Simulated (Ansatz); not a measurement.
# MP2/6-31G(d) (spherical functions) run of Si2NH6Cl (SMILES N[SiH]([SiH3])Cl)

Aim: the electronic atomisation energy of Si2NH6Cl at MP2/6-31G* (spherical functions), from 5 runs. 

Program for the calculation: Ansatz 0.2.0.

68 further runs of the same task are left out: 2 that didn't finish, 66 set aside as unsound or not needed.

### Step 1. The molecule

Si2NH6Cl: 10 atoms, total charge 0, spin state singlet. SMILES: `N[SiH]([SiH3])Cl`. The coordinates come from a PBE0-D4/def2-TZVP relaxation. This is one conformer, not always the lowest.

Bond lengths: N1–Si2 1.706 Å, Si2–Si3 2.336 Å, Si2–Cl4 2.083 Å, N1–H5 1.008 Å, N1–H6 1.008 Å, Si2–H7 1.482 Å, Si3–H8 1.486 Å, Si3–H9 1.489 Å, Si3–H10 1.488 Å. Some angles: N1–Si2–Si3 109.4°, N1–Si2–Cl4 114.5°, Si3–Si2–Cl4 106.1°, N1–Si2–H7 107.1°, Si3–Si2–H7 114.7°, Cl4–Si2–H7 105.1°, Si2–N1–H5 120.5°, Si2–N1–H6 120.3°, Si2–Si3–H8 110.2°, Si2–Si3–H9 108.8°.

### Step 2. The energy at MP2/6-31G(d) (spherical functions)

in.yaml

```yaml
crystal:
  periodic: [false, false, false]
  atoms:
    - {symbol: "N", position_ang: [-0.500400, 1.640400, -0.476600]}
    - {symbol: Si, position_ang: [-0.088700, 0.024400, -0.834700]}
    - {symbol: Si, position_ang: [0.678000, -1.030800, 1.103600]}
    - {symbol: Cl, position_ang: [-1.669600, -1.135800, -1.538400]}
    - {symbol: H, position_ang: [-1.066800, 1.857300, 0.327900]}
    - {symbol: H, position_ang: [-0.657600, 2.302300, -1.220500]}
    - {symbol: H, position_ang: [0.889100, 0.060000, -1.948200]}
    - {symbol: H, position_ang: [0.872200, -2.482600, 0.855100]}
    - {symbol: H, position_ang: [-0.336100, -0.853800, 2.179500]}
    - {symbol: H, position_ang: [1.962900, -0.432600, 1.555400]}
basis:
  gaussian: {orbitals: 6-31G_st_-spherical.json}
correlation: {method: mp2, frozen_orbitals: {Cl: 5, H: 0, "N": 1, Si: 5}}
accuracy: high
```

The basis set 6-31G* is read from a file made from the Basis Set Exchange's data (not shown).

Run with:

```sh
$ ansatz run in.yaml --threads 1 --pin off --max-ram 3480MiB --events-out events.jsonl --progress --plain --runs-dir runs
```

Output:

```text
Warning: RAYON_NUM_THREADS=1 ignored (pool sized by the plan → 1); use --threads N
Functional definition: HF
  name "HF"
  exchange = exact_x
  correlation = 0
1819 factors; integrals over basis functions are off by at most 3.5e-9 eV
mean field evaluation 1: about -29802.7045 eV, gradient 2.9e1 eV
mean field evaluation 2: about -29802.8298 eV, gradient 3.0e1 eV
mean field evaluation 4: about -29805.2341 eV, gradient 2.9e0 eV
mean field evaluation 8: about -29805.2735 eV, gradient 1.3e-1 eV
mean field evaluation 16: about -29805.2736 eV, gradient 1.9e-8 eV
mean field -29805.27364730 eV, -1095.3236037982 hartree, gradient 1.9e-8 eV, S^2 0.000000; 0 other end points of the search recorded, 0 dependent functions left out
16 core orbitals not correlated: weight in the atoms' cores, before any rotation towards them, 1.000 or more for the frozen orbitals, at most 0.000 for the correlated occupied ones
reference -29805.27364730 eV, -1095.3236037982 hartree; 13, 13 occupied and 51, 51 virtual orbitals, 1819 factors
second order -12.13989195 eV of doubles, -0.00000000 eV of singles
Total energy: -29817.41353925 eV, -1095.7697365987 hartree
```

It took 3.6 s on 1 thread of Arm Neoverse V1, shared host; peak memory 0.22 GiB.

### Step 3. The Cl atom, same level

in.yaml

```yaml
crystal:
  periodic: [false, false, false]
  atoms:
    - {symbol: Cl, position_ang: [0.000000, 0.000000, 0.000000]}
basis:
  gaussian:
    orbitals: 6-31G_st_-spherical.json
accuracy: high
magnetization:
  spin_polarized: true
  initial_magnetization: 1
correlation:
  method: mp2
  frozen_orbitals: {Cl: 5}
```

The basis set 6-31G* is read from a file made from the Basis Set Exchange's data (not shown).

Run with:

```sh
$ ansatz run in.yaml --threads 1 --pin off --max-ram 3480MiB --events-out events.jsonl --progress --plain --runs-dir runs
```

Output, shortened:

```text
Warning: RAYON_NUM_THREADS=1 ignored (pool sized by the plan → 1); use --threads N
[... 2 set-up lines as earlier in the session ...]
[...]
140 factors; integrals over basis functions are off by at most 3.1e-9 eV
[...]
mean field -12502.17640902 eV, -459.4465087520 hartree, gradient 2.3e-8 eV, S^2 0.754989; 4 other end points of the search recorded, 0 dependent functions left out
5 core orbitals not correlated: weight in the atoms' cores, before any rotation towards them, 1.000 or more for the frozen orbitals, at most 0.000 for the correlated occupied ones
reference -12502.17640902 eV, -459.4465087520 hartree; 4, 3 occupied and 9, 10 virtual orbitals, 140 factors
second order -2.79600629 eV of doubles, -0.00000000 eV of singles
Total energy: -12504.97241531 eV, -459.5492600879 hartree
```

Wall time 0.14 s (1 thread of Arm Neoverse V1, shared host).

### Step 4. The H atom: a single-point energy at UHF/6-31G(d) (spherical functions)

molecule.yaml

```yaml
crystal:
  periodic: [false, false, false]
  atoms:
    - {symbol: H, position_ang: [0.000000, 0.000000, 0.000000]}
basis:
  gaussian: {orbitals: "6-31G*"}
magnetization: {spin_polarized: true, initial_magnetization: 1}
hamiltonian: {xc: hf}
accuracy: high
```

Run the same way, it converges to -0.49823 Eh (log not shown).

### Step 5. The N atom

in.yaml

```yaml
crystal:
  periodic: [false, false, false]
  atoms:
    - {symbol: "N", position_ang: [0.000000, 0.000000, 0.000000]}
basis:
  gaussian: {orbitals: 6-31G_st_-spherical.json}
accuracy: high
correlation: {method: mp2, frozen_orbitals: {"N": 1}}
magnetization: {spin_polarized: true, initial_magnetization: 3}
```

The basis set 6-31G* is read from a file made from the Basis Set Exchange's data (not shown).

Run with:

```sh
$ ansatz run in.yaml --threads 1 --pin off --max-ram 3480MiB --events-out events.jsonl --progress --plain --runs-dir runs
```

Output:

```text
Warning: RAYON_NUM_THREADS=1 ignored (pool sized by the plan → 1); use --threads N
[... 4 set-up lines as earlier in the session ...]
96 factors; integrals over basis functions are off by at most 1.2e-9 eV
mean field evaluation 1: about -1479.8043 eV, gradient 4.0e0 eV
mean field evaluation 2: about -1479.8048 eV, gradient 3.9e0 eV
mean field evaluation 4: about -1479.8915 eV, gradient 1.2e-1 eV
mean field evaluation 8: about -1479.8915 eV, gradient 1.9e-5 eV
mean field -1479.89145031 eV, -54.3850076926 hartree, gradient 1.6e-8 eV, S^2 3.754594; 0 other end points of the search recorded, 0 dependent functions left out
1 core orbitals not correlated: weight in the atoms' cores, before any rotation towards them, 1.000 or more for the frozen orbitals, at most 0.000 for the correlated occupied ones
reference -1479.89145031 eV, -54.3850076926 hartree; 4, 1 occupied and 9, 12 virtual orbitals, 96 factors
second order -1.91389865 eV of doubles, -0.00000000 eV of singles
Total energy: -1481.80534897 eV, -54.4553421708 hartree
```

Run time: 0.04 s. Hardware: 1 thread of Arm Neoverse V1, shared host.

### Step 6. The Si atom

molecule.yaml

```yaml
crystal:
  periodic: [false, false, false]
  atoms:
    - {symbol: Si, position_ang: [0.000000, 0.000000, 0.000000]}
basis:
  gaussian: {orbitals: 6-31G_st_-spherical.json}
magnetization: {spin_polarized: true, initial_magnetization: 2}
correlation: {method: mp2, frozen_orbitals: {Si: 5}}
accuracy: high
```

The basis set 6-31G* is read from a file made from the Basis Set Exchange's data (not shown).

Run the same way, it converges to -288.87085 Eh (log not shown).

### Step 7. What came out

At MP2/6-31G* (spherical functions), 16 core orbitals frozen:

| quantity | value |
| --- | --- |
| molecule: total energy | -1095.76974 Eh |
| molecule: correlation energy (16 core orbitals frozen) | -446.1 mEh |
| Cl atom: total energy | -459.54926 Eh |
| Cl atom: correlation energy (5 core orbitals frozen) | -102.8 mEh |
| Cl atom: ⟨S²⟩ of the reference determinant | 0.755 |
| H atom: total energy | -0.49823 Eh |
| H atom: ⟨S²⟩ | 0.750 |
| N atom: total energy | -54.45534 Eh |
| N atom: correlation energy (1 core orbital frozen) | -70.3 mEh |
| N atom: ⟨S²⟩ of the reference determinant | 3.755 |
| Si atom: total energy | -288.87085 Eh |
| Si atom: correlation energy (5 core orbitals frozen) | -39.8 mEh |
| Si atom: ⟨S²⟩ of the reference determinant | 2.006 |
| electronic atomisation energy | 28.137 eV |

In words: Taking the molecule apart into free atoms costs 28.14 eV (649 kcal/mol), before zero-point energy and without spin-orbit coupling.
